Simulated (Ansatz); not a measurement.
# HfH (quartet): from Hartree-Fock to the top rungs at distance Hf1–H2 = 6.372 Å, def2-TZVP

One table from this session's results is given with a row withheld; the runs are named, their logs left out.

Computed with Ansatz 0.2.0, Gaussian basis. Level: def2-TZVP, core rule «outside noble gas», up to 4 orbitals frozen.

Plan: UHF; CCSD(T) on ROHF; CCSD(T) on UHF; CISD as a restricted active space (open shells left free, so some higher excitations enter); CCSDT(Q) on ROHF; CCSDT(Q) on UHF; CASSCF and MRCISD+Q, 5 electrons in 5 orbitals; CASSCF and NEVPT2, 5 electrons in 5 orbitals; Full CI.

33 further runs of the same task are left out: 22 for a known fault of the program, 8 that didn't finish, 3 set aside as unsound or not needed. Runs told in other sessions of the task aren't counted.

**The geometry**

The geometry derives from a PBE0/def2-TZVP stationary point (not a proven minimum). One bond is set to the value named and the two fragments are kept rigid. No spin-orbit coupling is included. Elements past krypton take def2 core potentials.

2 atoms, charge 0, spin multiplicity 4.

Atoms are counted from 1 here; the program's logs count them from 0.

No contacts short enough for the rule that draws bonds.

Coordinates:

| atom | x (Å) | y (Å) | z (Å) |
| --- | --- | --- | --- |
| Hf1 | 0.0000 | 0.0000 | 0.0000 |
| H2 | 0.0000 | 0.0000 | 6.3720 |

Set-up of the first run:

File in.yaml:

```yaml
crystal:
  periodic: [false, false, false]
  atoms:
    - {symbol: Hf, position_ang: [0.000000, 0.000000, 0.000000]}
    - {symbol: H, position_ang: [0.000000, 0.000000, 6.372000]}
basis:
  gaussian: {orbitals: def2-TZVP}
magnetization: {spin_polarized: true, initial_magnetization: 3}
hamiltonian: {xc: hf}
output: {orbitals: {seedname: orbitals}}
```

Launch:

```sh
$ ansatz run in.yaml --threads 1 --pin off --events-out ev --progress --plain --max-ram 2393MiB
```

Steps of the session up to this table: UHF; CCSD(T) on ROHF; CCSD(T) on UHF; CISD as a restricted active space (open shells left free, so some higher excitations enter); CCSDT(Q) on ROHF; CCSDT(Q) on UHF; CASSCF and MRCISD+Q, 5 electrons in 5 orbitals; CASSCF and NEVPT2, 5 electrons in 5 orbitals; Full CI.

One table of the session follows, with a row left open; its other results are not shown here.

```
       method  from FCI (kcal/mol)
         ROHF               +38.44
          UHF               +35.98
         RMP2               +11.19
         UMP2                +9.72
         CISD                +2.80
        RCCSD                +2.48
        UCCSD                +0.87
     RCCSD(T)                +0.85
     UCCSD(T)                -0.68
       RCCSDT                +0.07
       UCCSDT                    ?
    RCCSDT(Q)                +0.01
    UCCSDT(Q)                -1.49
  CASSCF pair               +30.03
  NEVPT2 pair               +13.34
  MRCISD pair                +2.53
MRCISD+Q pair                +0.42
          FCI                    0
```

Estimate the missing values for UCCSDT.

As computed: from FCI (kcal/mol): -1.44. In the column «from FCI (kcal/mol)» it lies between UCCSDT(Q) (-1.49) and UCCSD(T) (-0.68).

To keep in mind: UCCSD(T), UCCSDT, UCCSDT(Q) fall below full CI: unrestricted runs freeze a spin-polarised core, another one than full CI's, and coupled cluster isn't variational. Levels on UHF freeze UHF's core orbitals, full CI those of ROHF, so the U rows can settle a little off it for that reason alone. Restricted and unrestricted rows rest on different reference determinants; a gap between their highest levels can come from leftover correlation error, from unlike frozen cores or from another state.
